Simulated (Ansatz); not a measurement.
# C2H6GeN2: the cost of one run

Method: RKS PBE0/def2-mTZVP, in Ansatz 0.2.0.

## (1) The structure to begin with

Bond lengths: N1–Ge2 1.798 Å, Ge2–C3 1.798 Å, C3–C4 1.449 Å, Ge2–N5 1.803 Å, C4–N5 1.543 Å, N1–H6 1.083 Å, N1–H7 1.077 Å, Ge2–H8 1.522 Å, C3–H9 1.139 Å, C4–H10 1.006 Å, N5–H11 1.005 Å. Angles (14 of 18 angles, heavy atoms first): N1–Ge2–C3 112.1°, N1–Ge2–N5 110.9°, C3–Ge2–N5 74.5°, Ge2–C3–C4 96.9°, C3–C4–N5 93.4°, Ge2–N5–C4 93.3°, N1–Ge2–H8 119.5°, C3–Ge2–H8 117.5°, N5–Ge2–H8 113.9°, Ge2–N1–H6 109.8°, Ge2–N1–H7 108.8°, Ge2–C3–H9 133.8°, C4–C3–H9 128.5°, C3–C4–H10 132.9°.

As a file:

```xyz
11

N    -1.9738    0.3620   -0.3740
Ge   -0.5870   -0.5703    0.2889
C     0.7483    0.5025    0.8355
C     1.7448    0.0316   -0.1055
N     0.7139   -0.7513   -0.9456
H    -2.5260    0.8226    0.4358
H    -1.5938    1.2158   -0.9099
H    -0.8501   -1.8329    1.0978
H     0.8894    1.1904    1.7319
H     2.7231    0.2347   -0.2253
H     0.7766   -1.2621   -1.8093
```

## (2) End point A

The input, input.yaml:

```yaml
crystal:
  periodic: [false, false, false]
  atoms:
    - { symbol: "N", position_ang: [-1.9738, 0.362, -0.374] }
    - { symbol: Ge, position_ang: [-0.587, -0.5703, 0.2889] }
    - { symbol: C, position_ang: [0.7483, 0.5025, 0.8355] }
    - { symbol: C, position_ang: [1.7448, 0.0316, -0.1055] }
    - { symbol: "N", position_ang: [0.7139, -0.7513, -0.9456] }
    - { symbol: H, position_ang: [-2.526, 0.8226, 0.4358] }
    - { symbol: H, position_ang: [-1.5938, 1.2158, -0.9099] }
    - { symbol: H, position_ang: [-0.8501, -1.8329, 1.0978] }
    - { symbol: H, position_ang: [0.8894, 1.1904, 1.7319] }
    - { symbol: H, position_ang: [2.7231, 0.2347, -0.2253] }
    - { symbol: H, position_ang: [0.7766, -1.2621, -1.8093] }
basis:
  gaussian: { orbitals: def2-mTZVP }
hamiltonian:
  xc: pbe0
relax:
  f_tol: 0.015
  max_steps: 40
output:
  orbitals: {}
```

The run is started by

```bash
ansatz run input.yaml --threads 2 --pin off --max-ram 3072MiB --backend cpu --events-out ev --progress --plain --runs-dir out
```

Q: Estimate wall time and peak memory on 2 threads of Arm Neoverse N1, shared host.

About 100 s, with a peak of 0.32 GiB.
